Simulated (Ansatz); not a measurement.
**C₂H₇Ge radical (built from SMILES [CH]=C.[GeH4]): search for a transition state**

Wanted: the transition state of a hydrogen abstraction (form H1–C3 and break H1–Ge2). The guess is relaxed with those distances held, a saddle search follows, and vibrations and two downhill relaxations check it.

Computed with Ansatz 0.2.0, Gaussian basis. Level: PBE0-D4, def2-SVP first, then def2-TZVP.

152 further runs of the same task are left out: 152 set aside as unsound or not needed.

### 1 The starting structure

The guess: 10 atoms, charge 0, spin multiplicity 2.

Atoms are counted from 1 here; the program's logs count them from 0.

Bond lengths: H1–Ge2 1.489 Å, Ge2–H5 1.486 Å, Ge2–H6 1.490 Å, Ge2–H7 1.485 Å, C3–C4 1.294 Å, C3–H8 1.070 Å, C4–H9 1.091 Å, C4–H10 1.081 Å. Angles: H1–Ge2–H5 109.0°, H1–Ge2–H6 113.6°, H1–Ge2–H7 109.1°, H5–Ge2–H6 108.1°, H5–Ge2–H7 108.1°, H6–Ge2–H7 108.8°, C4–C3–H8 133.9°, C3–C4–H9 123.7°, C3–C4–H10 122.1°, H9–C4–H10 114.2°.

Coordinates:

```csv
atom,x (Å),y (Å),z (Å)
H1,0.3591,-0.8657,0.8197
Ge2,1.6816,-0.2084,0.6304
C3,-1.3363,-0.5813,-0.3923
C4,-1.6755,0.6456,-0.6221
H5,1.5311,1.2537,0.8519
H6,2.7357,-0.7108,1.5556
H7,2.1332,-0.4179,-0.7685
H8,-1.7758,-1.5289,-0.6236
H9,-2.5787,0.9335,-1.1630
H10,-1.0745,1.4802,-0.2881
```

Distances that are to change: H1–C3 2.10 Å, H1–Ge2 1.49 Å.

### 2 Relaxing the guess with the reacting distances held

File hold/in.yaml:

```yaml
crystal:
  periodic: [false, false, false]
  atoms:
    - {symbol: H, position_ang: [0.359100, -0.865700, 0.819700]}
    - {symbol: Ge, position_ang: [1.681600, -0.208400, 0.630400]}
    - {symbol: C, position_ang: [-1.336300, -0.581300, -0.392300]}
    - {symbol: C, position_ang: [-1.675500, 0.645600, -0.622100]}
    - {symbol: H, position_ang: [1.531100, 1.253700, 0.851900]}
    - {symbol: H, position_ang: [2.735700, -0.710800, 1.555600]}
    - {symbol: H, position_ang: [2.133200, -0.417900, -0.768500]}
    - {symbol: H, position_ang: [-1.775800, -1.528900, -0.623600]}
    - {symbol: H, position_ang: [-2.578700, 0.933500, -1.163000]}
    - {symbol: H, position_ang: [-1.074500, 1.480200, -0.288100]}
basis:
  gaussian: {orbitals: def2-SVP}
magnetization: {spin_polarized: true, initial_magnetization: 1}
hamiltonian: {xc: pbe0, dispersion: d4}
relax: {f_tol: 0.04, max_steps: 150, escape_saddle: false, constraints: [{distance: [0, 2]}, {distance: [0, 1]}]}
```

On the command line:

```console
$ ansatz run in.yaml --threads 8 --pin off --events-out ev --progress --plain --max-ram 19148MiB
```

Further steps of the session: Force constants to start from; Saddle search in the small basis; Saddle search in triple zeta; Checking the order of the point; Relaxing after a step of 0.30 Å one way along the mode; Relaxing after a step of 0.30 Å the other way along the mode.

Q: Predict the outcome of this session. Wanted: imaginary mode; barrier from the start side; barrier from the end side; energy of the step; pairs that change; zero-point energy at the saddle.

As calculated:

| quantity | value |
| --- | --- |
| imaginary mode | 191i cm⁻¹ |
| barrier from the start side | 4.9 kJ/mol |
| barrier from the end side | 123.8 kJ/mol |
| energy of the step | -118.9 kJ/mol |
| pairs that change | H1–C3 formed, H1–Ge2 broken |
| zero-point energy at the saddle | 1.812 eV |

In words: One imaginary mode, 191i cm⁻¹, makes this a first-order saddle. The two relaxations end on the structures that were planned. At PBE0-D4/def2-TZVP the electronic barrier is 4.9 kJ/mol, about 2 kT at 298 K, and the step runs 118.9 kJ/mol downhill. A step off the saddle overshot and began above it in energy, so the link to its end is likely but not proven.
